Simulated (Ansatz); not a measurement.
**SVWN5/6-311+G(d,p) run of CH2AlNO (SMILES O=C=[N][AlH2])**

Aim: the vertical electron affinity of CH2AlNO at SVWN5/6-311+G**, from 2 runs. 

Program for the calculation: Ansatz 0.2.0.

69 further runs of the same task are left out: 69 set aside as unsound or not needed. Runs told in other sessions of the task aren't counted.

## 1. Starting point

CH2AlNO: 6 atoms, total charge 0, spin state singlet. SMILES: `O=C=[N][AlH2]`. Geometry: relaxed at PBE0-D4/def2-TZVP.

Bond lengths: O1–C2 1.166 Å, C2–N3 1.196 Å, N3–Al4 1.770 Å, Al4–H5 1.575 Å, Al4–H6 1.575 Å. Angles: O1–C2–N3 180.0°, C2–N3–Al4 179.7°, N3–Al4–H5 117.5°, N3–Al4–H6 117.5°, H5–Al4–H6 125.0°.

## 2. The energy at SVWN5/6-311+G(d,p)

Input file in.yaml:

```yaml
crystal:
  periodic: [false, false, false]
  atoms:
    - {symbol: O, position_ang: [1.702300, -2.146700, 0.966300]}
    - {symbol: C, position_ang: [1.019700, -1.287700, 0.572500]}
    - {symbol: "N", position_ang: [0.319600, -0.406900, 0.168300]}
    - {symbol: Al, position_ang: [-0.716100, 0.900800, -0.422500]}
    - {symbol: H, position_ang: [-1.263800, 0.785800, -1.894800]}
    - {symbol: H, position_ang: [-1.019700, 2.090500, 0.564100]}
basis:
  gaussian:
    orbitals: 6-311+G_st__st_-spherical.json
accuracy: high
hamiltonian:
  xc: {name: SVWN5}
output: {orbitals: {seedname: orbitals}}
```

The basis set 6-311+G** is read from a file made from the Basis Set Exchange's data (not shown).

Launch:

```bash
$ ansatz run in.yaml --threads 1 --pin off --max-ram 2610MiB --events-out events.jsonl --progress --plain --runs-dir runs
```

What it wrote:

```text
Warning: RAYON_NUM_THREADS=1 ignored (pool sized by the plan → 1); use --threads N
Functional definition: SVWN5
  name "SVWN5"
  exchange = slater_x
  correlation = vwn5_c
1785 factors; integrals over basis functions are off by at most 4.2e-9 eV
mean field evaluation 1: about -11131.2575 eV, gradient 7.3e1 eV
mean field evaluation 2: about -11095.8448 eV, gradient 1.3e2 eV
mean field evaluation 4: about -11140.6852 eV, gradient 1.8e1 eV
mean field evaluation 8: about -11141.2362 eV, gradient 5.4e-1 eV
mean field evaluation 16: about -11141.2369 eV, gradient 5.4e-6 eV
mean field -11141.23694117 eV, -409.4329057862 hartree, gradient 4.0e-8 eV, S^2 0.000000; 0 other end points of the search recorded, 0 dependent functions left out
reference -11141.23694736 eV, -409.4329060137 hartree; 18, 18 occupied and 90, 90 virtual orbitals, 1785 factors
Total energy: -11141.23694736 eV, -409.4329060137 hartree
```

Wall time 3.6 s (1 thread of Arm Neoverse V2, shared host); peak memory 0.23 GiB.

## 3. The doublet anion

Input file molecule.yaml:

```yaml
crystal:
  periodic: [false, false, false]
  atoms:
    - {symbol: O, position_ang: [1.702300, -2.146700, 0.966300]}
    - {symbol: C, position_ang: [1.019700, -1.287700, 0.572500]}
    - {symbol: N, position_ang: [0.319600, -0.406900, 0.168300]}
    - {symbol: Al, position_ang: [-0.716100, 0.900800, -0.422500]}
    - {symbol: H, position_ang: [-1.263800, 0.785800, -1.894800]}
    - {symbol: H, position_ang: [-1.019700, 2.090500, 0.564100]}
basis:
  gaussian:
    orbitals: 6-311+G_st__st_-spherical.json
output:
  orbitals: {seedname: orbitals}
hamiltonian:
  xc: {name: SVWN5}
accuracy: high
total_charge: -1
magnetization:
  spin_polarized: true
  initial_magnetization: 1
```

The basis set 6-311+G** is read from a file made from the Basis Set Exchange's data (not shown).

Launch:

```bash
$ ansatz run molecule.yaml --threads 1 --pin off --max-ram 2610MiB --events-out events.jsonl --progress --plain --runs-dir runs
```

What it wrote:

```text
Warning: RAYON_NUM_THREADS=1 ignored (pool sized by the plan → 1); use --threads N
[... 4 set-up lines as earlier in the session ...]
1785 factors; integrals over basis functions are off by at most 4.2e-9 eV
mean field evaluation 1: about -11136.1773 eV, gradient 3.6e1 eV
mean field evaluation 2: about -11092.4193 eV, gradient 9.7e1 eV
mean field evaluation 4: about -11141.4039 eV, gradient 1.1e1 eV
mean field evaluation 8: about -11141.7513 eV, gradient 1.8e-1 eV
mean field evaluation 16: about -11141.7516 eV, gradient 2.6e-5 eV
mean field evaluation 32: about -11140.6297 eV, gradient 1.9e-1 eV
mean field -11141.75158061 eV, -409.4518184370 hartree, gradient 3.6e-8 eV, S^2 0.751558; 1 other end points of the search recorded, 0 dependent functions left out
reference -11141.75158425 eV, -409.4518185706 hartree; 19, 18 occupied and 89, 90 virtual orbitals, 1785 factors
Total energy: -11141.75158425 eV, -409.4518185706 hartree
```

It took 6 s on 1 thread of Arm Neoverse V2, shared host; peak memory 0.3 GiB.

## 4. Summary of results

At SVWN5/6-311+G**:

| quantity | value |
| --- | --- |
| singlet CH2AlNO: total energy | -409.43291 Eh |
| singlet CH2AlNO: HOMO energy | -7.19 eV |
| singlet CH2AlNO: LUMO energy | -2.80 eV |
| singlet CH2AlNO: HOMO–LUMO gap | 4.39 eV |
| doublet anion: total energy | -409.45182 Eh |
| doublet anion: HOMO energy (highest over α and β) | 1.64 eV |
| doublet anion: LUMO energy (lowest over α and β) | 2.26 eV |
| doublet anion: ⟨S²⟩ | 0.752 |
| vertical electron affinity (to the doublet anion) | 0.515 eV |

What this shows: At fixed nuclei the extra electron is bound by 0.51 eV (11.9 kcal/mol). The HOMO (doublet anion) lies at positive energy, 1.64 eV, from the functional's self-interaction, a short basis or an electron that isn't bound; only total energies against the neutral tell.
